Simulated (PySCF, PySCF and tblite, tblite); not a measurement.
# C₆H₁₂BNO: a path driven as rotation about a bond, and NMR exchange, part 1 of 3

How fast is rotation about a bond in C₆H₁₂BNO (`CB(CC#N)OC(C)C`), and when do the exchanging lines merge?

Programs: PySCF 2.14.0 with density-fitted response routines of our own, and tblite 0.8.0. All values are computed, except where a source is named. Atoms count from 0 throughout.

## 1. The starting structure

21 atoms, charge 0, multiplicity 1; geometry from: force field or distance geometry start.

Bonds of the start (Å): B1–C2 1.61, B1–O5 1.48, C0–B1 1.58, C0–H10 1.10, C0–H11 1.10, C0–H9 1.12, C2–C3 1.45, C2–H12 1.10, C2–H13 1.11, C3–N4 1.17, C6–C7 1.53, C6–C8 1.52, C6–H14 1.11, C7–H15 1.11, C7–H16 1.10, C7–H17 1.11, C8–H18 1.11, C8–H19 1.12, C8–H20 1.11, O5–C6 1.41.

## 2. GFN2-xTB relaxation, start minimum

The job: settings as JSON, then the geometry in Å.

```
{"job": {"xc": "GFN2-xTB", "basis": "xTB", "kind": "relax"}, "charge": 0, "multiplicity": 1}
C      0.714600     2.099900    -1.093100
B      0.782600     0.913400    -0.055400
C      2.211600     0.311300     0.383600
C      2.389500     0.472700     1.816100
N      2.538200     0.581400     2.973700
O     -0.457600     0.378400     0.555000
C     -0.983200    -0.684000    -0.214900
C     -0.779600    -1.996500     0.552900
C     -2.469700    -0.431800    -0.429500
H     -0.357900     2.389000    -1.248600
H      1.264800     2.974900    -0.704500
H      1.143800     1.776200    -2.055600
H      2.242700    -0.759100     0.123200
H      3.020100     0.850500    -0.153700
H     -0.531100    -0.797600    -1.225600
H     -1.227400    -2.846600    -0.009300
H      0.298600    -2.195400     0.689900
H     -1.267800    -1.954200     1.549100
H     -2.610400     0.523200    -0.986400
H     -2.998600    -0.341900     0.549100
H     -2.932100    -1.246900    -1.016200
```

Started as:

```sh
OMP_NUM_THREADS=1 python ens_run.py task.json out
```

The driver reads the study from task.json and runs its stages one after another.

The program printed:

```text
step      E/eV     max force
  0    -738.82874    3.430
  1    -738.83182   10.651
  2    -739.17846    1.263
  3    -739.21960    0.727
  4    -739.24332    0.387
  5    -739.25188    0.204
  6    -739.25629    0.246
  7    -739.26540    0.274
  8    -739.27580    0.311
  9    -739.28715    0.303
 10    -739.29740    0.289
 11    -739.30855    0.273
 12    -739.32025    0.274
 13    -739.33161    0.285
 14    -739.34177    0.235
 15    -739.35078    0.200
 16    -739.35935    0.230
 17    -739.36871    0.268
 18    -739.37922    0.248
 19    -739.38990    0.205
 20    -739.39990    0.208
 21    -739.40937    0.221
 22    -739.41878    0.209
 23    -739.42836    0.192
 24    -739.43748    0.205
 25    -739.44514    0.164
 26    -739.45164    0.151
 27    -739.45755    0.146
 28    -739.46282    0.165
 29    -739.46739    0.162
 30    -739.47137    0.204
 31    -739.47662    0.175
 32    -739.48517    0.183
 33    -739.49111    0.212
 34    -739.49728    0.227
 35    -739.50348    0.213
 36    -739.51055    0.159
 37    -739.51672    0.177
 38    -739.52111    0.138
 39    -739.52519    0.140
 40    -739.52960    0.161
 41    -739.53492    0.150
 42    -739.54065    0.286
 43    -739.54690    0.209
 44    -739.55375    0.244
 45    -739.56394    0.238
 46    -739.57540    0.241
 47    -739.58951    0.459
 48    -739.60234    0.371
 49    -739.62193    0.319
 50    -739.63866    0.303
 51    -739.65703    0.261
 52    -739.66692    0.307
 53    -739.68054    0.315
 54    -739.69865    0.317
 55    -739.72292    0.350
 56    -739.74626    0.400
 57    -739.76515    0.472
 58    -739.78764    0.369
 59    -739.81001    0.352
 60    -739.83156    0.351
 61    -739.84010    0.261
 62    -739.85030    0.209
 63    -739.86099    0.259
 64    -739.86866    0.208
 65    -739.87446    0.190
 66    -739.88057    0.165
 67    -739.88866    0.185
 68    -739.89323    0.173
 69    -739.89735    0.142
 70    -739.90036    0.156
 71    -739.90345    0.146
 72    -739.90580    0.100
 73    -739.90783    0.112
 74    -739.90929    0.125
 75    -739.91098    0.100
 76    -739.91274    0.107
 77    -739.91418    0.076
 78    -739.91520    0.071
 79    -739.91613    0.074
 80    -739.91731    0.082
 81    -739.91863    0.070
 82    -739.91982    0.079
 83    -739.92083    0.079
 84    -739.92186    0.078
 85    -739.92287    0.062
 86    -739.92361    0.051
 87    -739.92404    0.045
 88    -739.92437    0.040
 89    -739.92472    0.039
 90    -739.92508    0.034
 91    -739.92540    0.031
 92    -739.92569    0.037
 93    -739.92604    0.040
 94    -739.92652    0.051
 95    -739.92710    0.047
 96    -739.92763    0.048
 97    -739.92805    0.044
 98    -739.92838    0.034
 99    -739.92866    0.028
100    -739.92888    0.028
101    -739.92908    0.028
102    -739.92928    0.028
103    -739.92953    0.031
104    -739.92980    0.043
105    -739.93005    0.047
106    -739.93029    0.036
107    -739.93054    0.039
108    -739.93079    0.073
109    -739.93103    0.092
110    -739.93131    0.045
111    -739.93174    0.068
112    -739.93205    0.069
113    -739.93248    0.046
114    -739.93286    0.045
115    -739.93329    0.062
116    -739.93375    0.072
117    -739.93422    0.057
118    -739.93459    0.043
119    -739.93488    0.039
120    -739.93513    0.093
121    -739.93542    0.057
122    -739.93570    0.043
123    -739.93592    0.033
124    -739.93605    0.028
125    -739.93620    0.034
126    -739.93631    0.021
127    -739.93638    0.017
128    -739.93642    0.017
129    -739.93648    0.022
130    -739.93653    0.022
131    -739.93658    0.015
132    -739.93663    0.017
133    -739.93669    0.022
134    -739.93677    0.022
135    -739.93687    0.024
136    -739.93696    0.025
137    -739.93706    0.028
138    -739.93718    0.037
139    -739.93734    0.038
140    -739.93752    0.046
141    -739.93766    0.025
142    -739.93777    0.022
143    -739.93789    0.028
144    -739.93803    0.031
145    -739.93817    0.024
146    -739.93831    0.030
147    -739.93846    0.040
148    -739.93862    0.041
149    -739.93881    0.040
150    -739.93899    0.042
151    -739.93916    0.042
152    -739.93930    0.036
153    -739.93942    0.026
154    -739.93950    0.021
155    -739.93957    0.017
156    -739.93963    0.016
157    -739.93969    0.016
158    -739.93975    0.016
159    -739.93979    0.017
160    -739.93984    0.014
161    -739.93989    0.017
162    -739.93994    0.019
163    -739.94001    0.024
164    -739.94011    0.027
165    -739.94026    0.031
166    -739.94050    0.043
167    -739.94086    0.052
168    -739.94136    0.056
169    -739.94203    0.063
170    -739.94289    0.073
171    -739.94391    0.105
172    -739.94426    0.144
173    -739.94633    0.079
174    -739.94806    0.073
175    -739.95061    0.158
176    -739.95204    0.256
177    -739.95346    0.226
178    -739.95747    0.175
179    -739.95770    0.450
180    -739.96266    0.122
181    -739.96458    0.138
182    -739.96783    0.112
183    -739.97309    0.165
184    -739.97530    0.131
185    -739.97833    0.110
186    -739.98214    0.140
187    -739.98575    0.185
188    -739.99053    0.185
189    -739.99420    0.248
190    -739.99731    0.308
191    -739.99937    0.108
192    -740.00088    0.119
193    -740.00234    0.159
194    -740.00352    0.084
195    -740.00473    0.073
196    -740.00595    0.093
197    -740.00717    0.135
198    -740.00895    0.172
199    -740.01126    0.165
200    -740.01418    0.199
201    -740.01645    0.139
202    -740.01904    0.171
203    -740.02104    0.168
204    -740.02356    0.277
205    -740.02634    0.126
206    -740.02878    0.135
207    -740.03147    0.103
208    -740.03332    0.095
209    -740.03532    0.133
210    -740.03719    0.103
211    -740.03896    0.070
212    -740.03997    0.061
213    -740.04056    0.073
214    -740.04098    0.049
215    -740.04129    0.037
216    -740.04154    0.036
217    -740.04182    0.037
218    -740.04217    0.052
219    -740.04262    0.065
220    -740.04322    0.067
221    -740.04387    0.056
222    -740.04447    0.049
223    -740.04496    0.044
224    -740.04540    0.056
225    -740.04582    0.064
226    -740.04616    0.037
227    -740.04639    0.038
228    -740.04656    0.033
229    -740.04671    0.026
230    -740.04687    0.024
231    -740.04707    0.039
232    -740.04729    0.041
233    -740.04754    0.042
234    -740.04779    0.046
235    -740.04805    0.035
236    -740.04832    0.045
237    -740.04864    0.048
238    -740.04897    0.049
239    -740.04930    0.039
240    -740.04963    0.052
241    -740.04999    0.051
242    -740.05040    0.050
243    -740.05078    0.041
244    -740.05116    0.054
245    -740.05154    0.068
246    -740.05203    0.081
247    -740.05258    0.126
248    -740.05296    0.048
249    -740.05344    0.097
250    -740.05402    0.051
251    -740.05451    0.123
252    -740.05481    0.049
253    -740.05516    0.050
254    -740.05552    0.042
255    -740.05589    0.050
256    -740.05628    0.054
257    -740.05688    0.065
258    -740.05706    0.117
259    -740.05825    0.052
260    -740.05885    0.041
261    -740.05963    0.050
262    -740.05993    0.039
263    -740.06047    0.050
264    -740.06120    0.066
265    -740.06161    0.043
266    -740.06204    0.054
267    -740.06252    0.051
268    -740.06280    0.088
269    -740.06307    0.040
270    -740.06340    0.045
271    -740.06374    0.093
272    -740.06406    0.056
273    -740.06449    0.050
274    -740.06479    0.036
275    -740.06536    0.047
276    -740.06603    0.073
277    -740.06659    0.113
278    -740.06728    0.054
279    -740.06776    0.149
280    -740.06834    0.068
281    -740.06875    0.041
282    -740.06931    0.041
283    -740.06997    0.075
284    -740.07044    0.058
285    -740.07084    0.047
286    -740.07126    0.040
287    -740.07177    0.038
288    -740.07197    0.090
289    -740.07205    0.119
290    -740.07239    0.033
291    -740.07259    0.038
292    -740.07288    0.087
293    -740.07329    0.071
294    -740.07373    0.083
295    -740.07420    0.054
296    -740.07467    0.079
297    -740.07505    0.072
298    -740.07545    0.060
299    -740.07584    0.062
300    -740.07621    0.028
301    -740.07639    0.054
302    -740.07669    0.028
303    -740.07688    0.035
304    -740.07705    0.084
305    -740.07717    0.035
306    -740.07733    0.053
307    -740.07752    0.054
308    -740.07770    0.042
309    -740.07790    0.038
310    -740.07812    0.031
311    -740.07832    0.040
312    -740.07851    0.043
313    -740.07868    0.027
314    -740.07881    0.017
315    -740.07889    0.019
316    -740.07896    0.020
317    -740.07903    0.021
318    -740.07911    0.023
319    -740.07920    0.021
320    -740.07929    0.020
321    -740.07937    0.021
322    -740.07944    0.020
323    -740.07953    0.023
324    -740.07964    0.029
325    -740.07976    0.025
326    -740.07987    0.027
327    -740.07998    0.029
328    -740.08011    0.027
329    -740.08026    0.031
330    -740.08039    0.024
331    -740.08045    0.023
332    -740.08049    0.017
333    -740.08053    0.014
334    -740.08057    0.009
335    -740.08059    0.011
336    -740.08061    0.010
337    -740.08063    0.011
338    -740.08065    0.011
339    -740.08066    0.007
340    -740.08068    0.006
341    -740.08069    0.005
342    -740.08070    0.006
343    -740.08070    0.007
344    -740.08071    0.006
345    -740.08072    0.007
346    -740.08073    0.006
347    -740.08074    0.006
348    -740.08075    0.007
349    -740.08076    0.006
350    -740.08077    0.007
351    -740.08078    0.012
352    -740.08079    0.009
353    -740.08080    0.010
354    -740.08081    0.004
355    -740.08081    0.003
356    -740.08081    0.006
357    -740.08082    0.006
358    -740.08082    0.005
359    -740.08083    0.003
360    -740.08083    0.004
361    -740.08083    0.003
362    -740.08083    0.005
363    -740.08083    0.003
```

Wall time 2 s (1 thread of Arm Neoverse V2, shared host).

Gain 1.252 eV; displacement 1.33 Å root mean square.

## 3. Relaxed scan, rotation

The job: settings as JSON, then the geometry in Å.

```
{"job": {"xc": "GFN2-xTB", "basis": "xTB", "coordinate": [["t", [0, 1, 5, 6], 0.5], ["t", [2, 1, 5, 6], 0.5]], "kind": "drive"}, "charge": 0, "multiplicity": 1}
C      0.859081     2.584519    -0.496583
B      0.712865     1.007921    -0.360529
C      2.053107     0.093088    -0.504602
C      2.253717    -0.718193     0.657530
N      2.385463    -1.352416     1.602565
O     -0.494567     0.518742    -0.154106
C     -0.896032    -0.829955     0.030552
C     -1.203236    -1.052759     1.508671
C     -2.122521    -1.077741    -0.844192
H     -0.100760     3.089371    -0.445150
H      1.486284     2.983307     0.298480
H      1.334204     2.862566    -1.435151
H      1.965273    -0.570052    -1.370325
H      2.939598     0.713486    -0.646101
H     -0.085684    -1.508093    -0.271791
H     -1.573810    -2.062134     1.661882
H     -0.301208    -0.917420     2.100231
H     -1.954632    -0.340863     1.841122
H     -1.886054    -0.884317    -1.887995
H     -2.929182    -0.414122    -0.543465
H     -2.450826    -2.107992    -0.741515
```

The program printed:

```text
point  coordinate     E/eV
  0    -73.600     -740.04916
  1    -59.100     -739.95875
  2    -44.400     -739.82764
  3    -29.200     -739.68174
  4    -13.400     -739.59476
  5      2.000     -739.58830
  6     17.000     -739.59249
  7     33.000     -739.67182
  8     48.000     -739.79427
  9     62.700     -739.90216
 10     77.300     -739.96302
 11     91.800     -739.97459
```

Wall time 3.3 s (1 thread of Arm Neoverse V2, shared host).

The highest point is number 5, 10.6 kcal/mol above the first.

## 4. Nudged elastic band, leg 1

The job, as its differences from that of step 3:

```diff
@@ -1,2 +1,2 @@
-{"job": {"xc": "GFN2-xTB", "basis": "xTB", "coordinate": [["t", [0, 1, 5, 6], 0.5], ["t", [2, 1, 5, 6], 0.5]], "kind": "drive"}, "charge": 0, "multiplicity": 1}
+{"job": {"xc": "GFN2-xTB", "basis": "xTB", "kind": "neb"}, "charge": 0, "multiplicity": 1}
 C      0.859081     2.584519    -0.496583
```

The program printed:

```text
image   E - E0 / eV
  0       0.0000
  1       0.1228
  2       0.4954
  3       0.2594
  4       0.1253
  5       0.0936
  6       0.0875
```

It took 5.3 s on 1 thread of Arm Neoverse V2, shared host; peak memory 0.2 GiB.

The run did not converge, so its numbers are no properties of the molecule.

## 5. Saddle search, leg 1

The job: settings as JSON, then the geometry in Å.

```
{"job": {"xc": "GFN2-xTB", "basis": "xTB", "kind": "saddle"}, "charge": 0, "multiplicity": 1}
C      0.621115     2.315388    -0.305346
B      0.878873     0.737669    -0.414215
C      2.425412     0.247908    -0.665857
C      2.838146    -0.620889     0.391490
N      3.135326    -1.309252     1.258346
O     -0.061607    -0.146059    -0.335710
C     -1.009715    -1.080656     0.068980
C     -1.375204    -0.817321     1.529490
C     -2.231203    -0.991638    -0.846346
H     -0.434492     2.571689    -0.334613
H      1.019398     2.682179     0.639472
H      1.124061     2.871582    -1.092700
H      2.486133    -0.305297    -1.605549
H      3.115330     1.090619    -0.715007
H     -0.567174    -2.088940    -0.013175
H     -2.091765    -1.555355     1.877464
H     -0.483094    -0.872191     2.148287
H     -1.806031     0.175630     1.629019
H     -1.943603    -1.190129    -1.875886
H     -2.662648     0.004965    -0.795521
H     -2.977260    -1.719902    -0.542622
```

The program printed:

```text
step      E/eV     max force
  0    -739.58830   0.0341
  1    -739.59077   0.1570
  2    -739.58958   0.0334
  3    -739.59084   0.0345
  4    -739.59208   0.0188
  5    -739.59325   0.1651
  6    -739.59265   0.0116
  7    -739.59340   0.0519
  8    -739.59293   0.0068
  9    -739.59337   0.0137
 10    -739.59382   0.0223
 11    -739.59426   0.0127
 12    -739.59489   0.0308
 13    -739.59453   0.0045
 14    -739.59488   0.0084
 15    -739.59524   0.0108
 16    -739.59562   0.0062
 17    -739.59616   0.0164
 18    -739.59670   0.0191
 19    -739.59726   0.0171
 20    -739.59810   0.0279
 21    -739.59886   0.0193
 22    -739.60016   0.0109
 23    -739.60151   0.0183
 24    -739.60352   0.0260
 25    -739.60541   0.1047
 26    -739.60428   0.0124
 27    -739.60545   0.0259
 28    -739.60664   0.0349
 29    -739.60748   0.0198
 30    -739.60915   0.0279
 31    -739.61110   0.0109
 32    -739.61337   0.0508
 33    -739.61176   0.0149
 34    -739.61245   0.0300
 35    -739.61317   0.0333
 36    -739.61395   0.0228
 37    -739.61501   0.0437
 38    -739.61608   0.0550
 39    -739.61720   0.0507
 40    -739.61892   0.0500
 41    -739.62168   0.0621
 42    -739.62408   0.0378
 43    -739.62650   0.0804
 44    -739.62519   0.0256
 45    -739.62650   0.0707
 46    -739.62580   0.0065
 47    -739.62682   0.0068
 48    -739.62778   0.0085
 49    -739.62856   0.0110
 50    -739.62931   0.0097
 51    -739.63013   0.0066
 52    -739.63108   0.0136
 53    -739.63189   0.0441
 54    -739.63148   0.0042
 55    -739.63193   0.0410
 56    -739.63168   0.0024
lowest wavenumbers (cm-1): -204.2 25.8 33.9 72.1 90.5 103.4
```

Wall time 13 s (1 thread of Arm Neoverse V2, shared host); peak memory 0.2 GiB.

Point group C1; 1 imaginary mode, 204i cm⁻¹, carried by O5, C8. Steps downhill from it reached both ends.

At the saddle the angle B1–O5–C6 (170°) is nearly straight.

## 6. Shieldings, start: B3LYP/pcSseg-1

The job: settings as JSON, then the geometry in Å.

```
{"job": {"kind": "nmr", "xc": "B3LYP", "basis": "pcSseg-1", "pop": false}, "charge": 0, "multiplicity": 1}
C      0.859081     2.584519    -0.496583
B      0.712865     1.007921    -0.360529
C      2.053107     0.093088    -0.504602
C      2.253717    -0.718193     0.657530
N      2.385463    -1.352416     1.602565
O     -0.494567     0.518742    -0.154106
C     -0.896032    -0.829955     0.030552
C     -1.203236    -1.052759     1.508671
C     -2.122521    -1.077741    -0.844192
H     -0.100760     3.089371    -0.445150
H      1.486284     2.983307     0.298480
H      1.334204     2.862566    -1.435151
H      1.965273    -0.570052    -1.370325
H      2.939598     0.713486    -0.646101
H     -0.085684    -1.508093    -0.271791
H     -1.573810    -2.062134     1.661882
H     -0.301208    -0.917420     2.100231
H     -1.954632    -0.340863     1.841122
H     -1.886054    -0.884317    -1.887995
H     -2.929182    -0.414122    -0.543465
H     -2.450826    -2.107992    -0.741515
```

The program printed:

```text
coarse grid: 17192 points
cycle   1  E = -390.4728123441  dE =  9.582e-01  |g| = 8.721e-01  |ddm| = 3.952e+00
cycle   2  E = -390.1466991890  dE =  3.261e-01  |g| = 1.538e+00  |ddm| = 1.912e+00
cycle   3  E = -390.6145269091  dE = -4.678e-01  |g| = 3.105e-01  |ddm| = 1.339e+00
cycle   4  E = -390.6350111511  dE = -2.048e-02  |g| = 8.307e-02  |ddm| = 2.381e-01
cycle   5  E = -390.6360058930  dE = -9.947e-04  |g| = 4.895e-02  |ddm| = 8.881e-02
cycle   6  E = -390.6364659003  dE = -4.600e-04  |g| = 5.312e-03  |ddm| = 3.233e-02
cycle   7  E = -390.6364719457  dE = -6.045e-06  |g| = 1.478e-03  |ddm| = 5.463e-03
final grid: 165120 points
cycle   8  E = -390.7166544243  dE = -6.134e-05  |g| = 8.747e-03  |ddm| = 3.067e-02
cycle   9  E = -390.7166410478  dE =  1.338e-05  |g| = 1.204e-02  |ddm| = 1.362e-02
cycle  10  E = -390.7166709621  dE = -2.991e-05  |g| = 1.943e-03  |ddm| = 8.120e-03
cycle  11  E = -390.7166716649  dE = -7.028e-07  |g| = 3.496e-04  |ddm| = 1.471e-03
cycle  12  E = -390.7166716720  dE = -7.047e-09  |g| = 3.178e-04  |ddm| = 4.397e-04
cycle  13  E = -390.7166716921  dE = -2.015e-08  |g| = 3.528e-05  |ddm| = 2.084e-04
cycle  14  E = -390.7166716924  dE = -2.852e-10  |g| = 1.087e-05  |ddm| = 3.969e-05
converged SCF energy = -390.7166716924

GIAO shielding tensors (ppm)
atom      isotropic    diamagn.    paramagn.     s11        s22        s33       span
  0 C      172.136     252.786     -80.650    159.008    164.613    192.788     33.780
  1 B       52.446     192.353    -139.908     17.779     48.025     91.532     73.753
  2 C      176.871     257.786     -80.915    166.216    174.157    190.239     24.024
  3 C       60.117     263.048    -202.931    -59.815    -49.641    289.807    349.622
  4 N      -31.726     342.986    -374.713   -205.968   -186.042    296.831    502.799
  5 O       90.867     400.969    -310.102    -60.885     62.090    271.396    332.281
  6 C      105.801     244.952    -139.151     74.324     95.817    147.262     72.938
  7 C      154.777     249.556     -94.779    135.993    147.476    180.861     44.869
  8 C      154.248     246.925     -92.677    135.397    146.238    181.110     45.712
  9 H       31.406      32.336      -0.930     26.994     30.153     37.070     10.076
 10 H       31.255      30.853       0.402     28.100     29.450     36.216      8.116
 11 H       31.475      30.391       1.084     28.084     29.617     36.723      8.639
 12 H       30.119      32.255      -2.136     27.111     28.167     35.080      7.968
 13 H       29.913      29.249       0.664     25.657     28.673     35.408      9.751
 14 H       27.113      36.049      -8.936     24.010     27.803     29.526      5.517
 15 H       30.712      31.061      -0.349     26.921     28.341     36.873      9.952
 16 H       29.518      34.105      -4.587     24.592     29.383     34.578      9.986
 17 H       30.466      32.020      -1.554     27.927     28.622     34.849      6.923
 18 H       30.426      31.129      -0.704     26.510     28.663     36.103      9.593
 19 H       30.234      30.645      -0.410     27.377     28.601     34.725      7.348
 20 H       30.641      29.773       0.868     26.829     28.299     36.795      9.966
```

Run time: 32 s. Hardware: 1 thread of Arm Neoverse V2, shared host; peak memory 0.97 GiB.

This run: HOMO -8.03 eV, LUMO -0.22 eV; dipole 3.24 D.

(Continued in part 2 of 3.)
